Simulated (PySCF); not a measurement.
# C4H10AsBN2: the cost of one run

Programs: PySCF 2.14.0, with routines of our own; each step states its level. All values are computed. Atoms count from 0.

### Step 1. The starting structure

18 atoms, charge 0, multiplicity 1; geometry from: GFN2-xTB.

### Step 2. Magnetic properties: GIAO B3LYP/pcSseg-1

Job settings and geometry (Å):

```
{"job": {"kind": "mag", "xc": "B3LYP", "basis": "pcSseg-1", "isotopologues": 2}, "charge": 0, "multiplicity": 1}
C     -2.113804    -0.272210    -0.384906
C     -1.683470     0.289865     0.964515
C     -0.226307    -0.056973     1.288263
N      0.688359     0.538105     0.336478
B      1.450604    -0.103791    -0.615800
As     2.548382     0.914669    -1.991391
C      1.426137    -1.625148    -0.690562
N      1.451378    -2.769932    -0.798371
H     -1.998481    -1.353600    -0.399576
H     -3.155789    -0.032266    -0.581261
H     -1.508339     0.144960    -1.188076
H     -1.805267     1.376430     0.966888
H     -2.317390    -0.119182     1.752838
H      0.017561     0.296144     2.297810
H     -0.092131    -1.140758     1.259022
H      0.671856     1.550385     0.378084
H      3.840824     0.291464    -1.548752
H      2.797117     2.078157    -1.056860
```

With the program's defaults for keys left out, this is: GIAO B3LYP/pcSseg-1 magnetisability, rotational g tensor and spin-rotation constants, non-relativistic, gas phase.

Launch:

```console
OMP_NUM_THREADS=1 python excited_run.py task.json out
```

The driver reads the jobs from task.json and runs them one after another.

**Question.** How long does this first job take on 1 thread of Arm Neoverse V2, shared host, and how much memory does it need?

About 54 s, with a peak of 1.1 GiB.
